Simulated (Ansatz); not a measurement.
**BBrH₄N₂: small, medium and large basis sets**

One table from this session's results is given with a row withheld; the runs are named, their logs left out.

Computed with Ansatz 0.2.0, Gaussian basis. Level: one geometry, several basis sets.

Levels to be run: PBE0-D4/def2-SVP; ωB97M-V/def2-SVP; PBE0-D4/def2-QZVPP; ωB97M-V/def2-QZVPP; the functionals' def2-TZVPP values are taken from earlier runs.

## Structure used throughout

All runs share one geometry, relaxed beforehand with PBE0-D4 in a triple-zeta def2 set.

SMILES `NB(N)Br`, 8 atoms, charge 0, spin multiplicity 1.

Atoms are counted from 1 here; the program's logs count them from 0.

Bond lengths: N1–B2 1.402 Å, N1–H5 1.003 Å, N1–H6 1.004 Å, B2–N3 1.402 Å, B2–Br4 1.955 Å, N3–H7 1.003 Å, N3–H8 1.004 Å. Angles: B2–N1–H5 122.0°, B2–N1–H6 123.5°, H5–N1–H6 114.5°, N1–B2–N3 125.1°, N1–B2–Br4 117.5°, N3–B2–Br4 117.5°, B2–N3–H7 122.0°, B2–N3–H8 123.5°, H7–N3–H8 114.5°.

The first run:

The input, in.yaml:

```yaml
crystal:
  periodic: [false, false, false]
  atoms:
    - {symbol: N, position_ang: [-0.115343, 1.262087, 0.002810]}
    - {symbol: B, position_ang: [-0.239010, -0.111357, -0.247669]}
    - {symbol: N, position_ang: [0.529987, -1.113496, 0.359575]}
    - {symbol: Br, position_ang: [-1.589434, -0.673124, -1.545588]}
    - {symbol: H, position_ang: [-0.691151, 1.940967, -0.458810]}
    - {symbol: H, position_ang: [0.547132, 1.649307, 0.650993]}
    - {symbol: H, position_ang: [0.402690, -2.084843, 0.145551]}
    - {symbol: H, position_ang: [1.247328, -0.926742, 1.037436]}
basis:
  gaussian: {orbitals: def2-SVP}
hamiltonian: {xc: pbe0, dispersion: d4}
output: {orbitals: {seedname: orbitals}}
```

Launch:

```sh
> ansatz run in.yaml --threads 2 --pin off --events-out ev --progress --plain --max-ram 32768MiB --backend cpu
```

Among the steps run: PBE0-D4 in def2-SVP; ωB97M-V in def2-SVP; PBE0-D4 in def2-QZVPP; ωB97M-V in def2-QZVPP.

One table of the session follows, with a row left open; its other results are not shown here.

It belongs to the step «Functionals by basis». 

| functional | basis | HOMO (eV) | LUMO (eV) |
| --- | --- | --- | --- |
| PBE0-D4 | def2-SVP | -7.16 | 1.60 |
| PBE0-D4 | def2-TZVPP | -7.43 | 0.67 |
| PBE0-D4 | def2-QZVPP | -7.48 | 0.40 |
| ωB97M-V | def2-SVP | -9.53 | 3.19 |
| ωB97M-V | def2-TZVPP | -9.80 | 1.95 |
| ωB97M-V | def2-QZVPP | ? | ? |

Estimate the missing values for ωB97M-V, def2-QZVPP.

**Answer.** HOMO (eV): -9.85; LUMO (eV): 1.54. In the column «HOMO (eV)» it is the lowest.
